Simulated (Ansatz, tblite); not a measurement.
# The cluster Hf3N3: rung by rung

How do method and basis change the picture of the cluster Hf3N3 (doublet)?

Computed with Ansatz 0.2.0, Gaussian basis. Level: as each input shows.

The runs, in order: GFN1-xTB, GFN2-xTB, PBE-D4/def2-TZVP, r2SCAN-D4/def2-TZVP, BLYP-D4/def2-TZVP, ωB97M-V/def2-TZVP, PBE-D4/def2-SVP, PBE0-D4/def2-SVP, PBE0-D4/def2-TZVPD, PBE-D4/def2-TZVPD, r2SCAN-D4/def2-TZVPD, CCSD(T)/def2-SVP, MP2/def2-TZVP, RPA/def2-TZVP.

2 further runs of the same task are left out: 2 set aside as unsound or not needed.

## 1. The structure

The geometry is that of the doublet, from an earlier relaxation (PBE0-D4/def2-SVP). At that level it is the lowest of the isomers that a small search found.

6 atoms, charge 0, spin multiplicity 2.

Bond lengths: Hf1–N4 2.185 Å, Hf1–N5 1.959 Å, Hf1–N6 2.144 Å, Hf2–N5 1.905 Å, Hf2–N6 2.002 Å, Hf3–N4 2.014 Å, Hf3–N6 2.189 Å, N4–N6 1.394 Å. Angles: N4–Hf1–N5 121.6°, N4–Hf1–N6 37.6°, N5–Hf1–N6 85.4°, N5–Hf2–N6 90.9°, N4–Hf3–N6 38.5°, Hf1–N4–Hf3 82.7°, Hf1–N4–N6 69.6°, Hf3–N4–N6 77.6°, Hf1–N5–Hf2 94.9°, Hf1–N6–Hf2 86.7°, Hf1–N6–Hf3 79.7°, Hf1–N6–N4 72.8°, Hf2–N6–Hf3 88.2°, Hf2–N6–N4 147.5°, Hf3–N6–N4 64.0°.

Hf takes a core potential in the def2 sets. No spin-orbit coupling is included.

PBE0-D4/def2-TZVP was run before; its log isn't repeated, and its numbers join the tables.

## 2. GFN1-xTB

Tight binding, by tblite at 300 K electronic temperature and without a spin-polarisation term:

```python
tblite.interface.Calculator('GFN1-xTB', numbers, positions, charge=0, uhf=1).singlepoint()
```

Energy -344.3103 eV; 0.007 s.

## 3. GFN2-xTB

Tight binding, by tblite at 300 K electronic temperature and without a spin-polarisation term:

```python
tblite.interface.Calculator('GFN2-xTB', numbers, positions, charge=0, uhf=1).singlepoint()
```

Energy -349.2905 eV; 0.018 s.

## 4. PBE-D4/def2-TZVP

start.molden holds the orbitals of an earlier run on this state, given as this run's starting guess.

File in.yaml:

```yaml
crystal:
  periodic: [false, false, false]
  atoms:
    - {symbol: Hf, position_ang: [1.048459, 0.698247, -0.690026]}
    - {symbol: Hf, position_ang: [-1.372689, -0.798532, -0.725128]}
    - {symbol: Hf, position_ang: [0.595098, -1.052379, 1.417525]}
    - {symbol: N, position_ang: [0.403815, 0.952262, 1.382257]}
    - {symbol: N, position_ang: [-0.010573, -0.334934, -1.973912]}
    - {symbol: N, position_ang: [-0.664110, 0.535345, 0.589284]}
basis:
  gaussian: {orbitals: def2-TZVP, initial_orbitals: start.molden}
magnetization: {spin_polarized: true, initial_magnetization: 1}
hamiltonian: {xc: pbe, dispersion: d4}
scf: {omitted_lower_state_checks: [starts]}
output: {orbitals: {seedname: orbitals}}
```

Run with:

```console
$ ansatz run in.yaml --threads 4 --pin off --events-out ev --progress --plain --max-ram 8704MiB
```

Further steps of the session: r2SCAN-D4/def2-TZVP; BLYP-D4/def2-TZVP; ωB97M-V/def2-TZVP; PBE-D4/def2-SVP; PBE0-D4/def2-SVP; PBE0-D4/def2-TZVPD; PBE-D4/def2-TZVPD; r2SCAN-D4/def2-TZVPD; CCSD(T)/def2-SVP; MP2/def2-TZVP; RPA/def2-TZVP.

**Question.** What will the summary of the whole plan be? Wanted: gap in def2-TZVP, named functionals, smallest and largest; correlation energy, CCSD(T)/def2-SVP; correlation energy, MP2/def2-TZVP; binding an atom, functionals in def2-TZVP; ⟨S²⟩ in def2-TZVP, named functionals, smallest and largest; PBE0 total energy, smallest basis above largest.

As calculated:

| quantity | value |
| --- | --- |
| gap in def2-TZVP, named functionals, smallest and largest | 0.47 eV (BLYP-D4), 4.38 eV (ωB97M-V) |
| correlation energy, CCSD(T)/def2-SVP | -34.24 eV |
| correlation energy, MP2/def2-TZVP | -40.72 eV |
| binding an atom, functionals in def2-TZVP | 4.14 (ωB97M-V) to 4.77 eV (PBE-D4) |
| ⟨S²⟩ in def2-TZVP, named functionals, smallest and largest | 0.756, 1.002 |
| PBE0 total energy, smallest basis above largest | 6.22 eV (def2-SVP, def2-TZVPD) |

What this shows: Orbital gaps of the named functionals in def2-TZVP span 0.47 eV (BLYP-D4) to 4.38 eV (ωB97M-V); exact exchange widens it. Over the named functionals in def2-TZVP spin contamination reaches 0.25 (r2SCAN-D4). Notes on CCSD(T)/def2-SVP: large T1 diagnostic, spin contamination.
